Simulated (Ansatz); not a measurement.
# Sr3Sn13Ir4: the cost of one run

Computed with Ansatz 0.2.0 (DFT PBEsol, scalar-relativistic, plane waves, PAW).

## (1) The system as given

The structure is cubic, space group Pm-3n (No. 223). The conventional cell has a = 9.949 Å, b = 9.949 Å, c = 9.949 Å, α = 90.00°, β = 90.00°, γ = 90.00°. Around Sr (site symmetry -4m2) lie 12 Sn at 3.49 to 3.53 Å and 4 Ir at 3.52 Å. Sn (site symmetry m-3) has 12 Sn at 3.35 Å as nearest neighbours. Sn (site symmetry m) has 2 Ir at 2.71 Å and 1 Sn at 3.04 Å as nearest neighbours. Ir (site symmetry 32) is surrounded by 6 Sn at 2.71 Å.

Structure file:

```cif
data_structure
_symmetry_space_group_name_H-M 'Pm-3n'
_symmetry_Int_Tables_number 223
_cell_length_a 9.9487
_cell_length_b 9.9487
_cell_length_c 9.9487
_cell_angle_alpha 90.000
_cell_angle_beta 90.000
_cell_angle_gamma 90.000
_cell_volume 984.68
loop_
_atom_site_label
_atom_site_type_symbol
_atom_site_symmetry_multiplicity
_atom_site_Wyckoff_symbol
_atom_site_fract_x
_atom_site_fract_y
_atom_site_fract_z
_atom_site_occupancy
Sr1 Sr 6 c 0.00000 0.50000 0.25000 1
Sn1 Sn 2 a 0.00000 0.00000 0.00000 1
Sn2 Sn 24 k 0.15269 0.70030 0.00000 1
Ir1 Ir 8 e 0.25000 0.75000 0.25000 1
```

It goes back to an entry of the Materials Project.

This cell was relaxed beforehand with the same method: volume 24.62 Å³/atom, gap on the mesh none (metal).

## (2) Relaxing with PBEsol

input.yaml

```yaml
crystal:
  lattice:
    - [9.9486731073, 0.0, 0.0]
    - [0.0, 9.9486731073, 0.0]
    - [0.0, 0.0, 9.9486731073]
  atoms:
    - { symbol: Sr, position: [0.0, 0.5, 0.25] }
    - { symbol: Sr, position: [0.5, 0.75, 0.0] }
    - { symbol: Sr, position: [0.25, 0.0, 0.5] }
    - { symbol: Sr, position: [0.0, 0.5, 0.75] }
    - { symbol: Sr, position: [0.5, 0.25, 0.0] }
    - { symbol: Sr, position: [0.75, 0.0, 0.5] }
    - { symbol: Sn, position: [0.0, 0.0, 0.0] }
    - { symbol: Sn, position: [0.5, 0.5, 0.5] }
    - { symbol: Sn, position: [0.1526920702, 0.7002978095, 0.0] }
    - { symbol: Sn, position: [0.2997021905, 0.0, 0.1526920702] }
    - { symbol: Sn, position: [0.0, 0.8473079298, 0.2997021905] }
    - { symbol: Sn, position: [0.8473079298, 0.2997021905, 0.0] }
    - { symbol: Sn, position: [0.7002978095, 0.0, 0.8473079298] }
    - { symbol: Sn, position: [0.0, 0.1526920702, 0.7002978095] }
    - { symbol: Sn, position: [0.1526920702, 0.2997021905, 0.0] }
    - { symbol: Sn, position: [0.2997021905, 0.0, 0.8473079298] }
    - { symbol: Sn, position: [0.8473079298, 0.7002978095, 0.0] }
    - { symbol: Sn, position: [0.7002978095, 0.0, 0.1526920702] }
    - { symbol: Sn, position: [0.0, 0.1526920702, 0.2997021905] }
    - { symbol: Sn, position: [0.0, 0.8473079298, 0.7002978095] }
    - { symbol: Sn, position: [0.6526920702, 0.5, 0.2002978095] }
    - { symbol: Sn, position: [0.7997021905, 0.6526920702, 0.5] }
    - { symbol: Sn, position: [0.5, 0.7997021905, 0.3473079298] }
    - { symbol: Sn, position: [0.3473079298, 0.5, 0.7997021905] }
    - { symbol: Sn, position: [0.2002978095, 0.3473079298, 0.5] }
    - { symbol: Sn, position: [0.5, 0.2002978095, 0.6526920702] }
    - { symbol: Sn, position: [0.6526920702, 0.5, 0.7997021905] }
    - { symbol: Sn, position: [0.7997021905, 0.3473079298, 0.5] }
    - { symbol: Sn, position: [0.3473079298, 0.5, 0.2002978095] }
    - { symbol: Sn, position: [0.2002978095, 0.6526920702, 0.5] }
    - { symbol: Sn, position: [0.5, 0.7997021905, 0.6526920702] }
    - { symbol: Sn, position: [0.5, 0.2002978095, 0.3473079298] }
    - { symbol: Ir, position: [0.25, 0.75, 0.25] }
    - { symbol: Ir, position: [0.75, 0.25, 0.75] }
    - { symbol: Ir, position: [0.25, 0.25, 0.75] }
    - { symbol: Ir, position: [0.75, 0.75, 0.25] }
    - { symbol: Ir, position: [0.75, 0.25, 0.25] }
    - { symbol: Ir, position: [0.25, 0.75, 0.75] }
    - { symbol: Ir, position: [0.75, 0.75, 0.75] }
    - { symbol: Ir, position: [0.25, 0.25, 0.25] }
basis:
  ecutwfc: 420
kpoints:
  mp_grid: { grid: [4, 4, 4] }
hamiltonian:
  xc: pbesol
scf:
  occupations: { method: gaussian, width: 0.1 }
output:
  forces: true
  stress: true
  eigenvalues: true
relax:
  adjacent_minimum: "off"
  f_tol: 0.005
  max_steps: 50
  cell: { stress_tol: 0.05 }
```

Command:

```bash
$ ansatz run input.yaml --threads 8 --pin off --max-ram 22528MiB --backend cpu --events-out ev --progress --plain --runs-dir out
```

Q: Estimate wall time and peak memory on 8 threads of Arm Neoverse V2, shared host.

About 4 min, with a peak of 12 GiB.
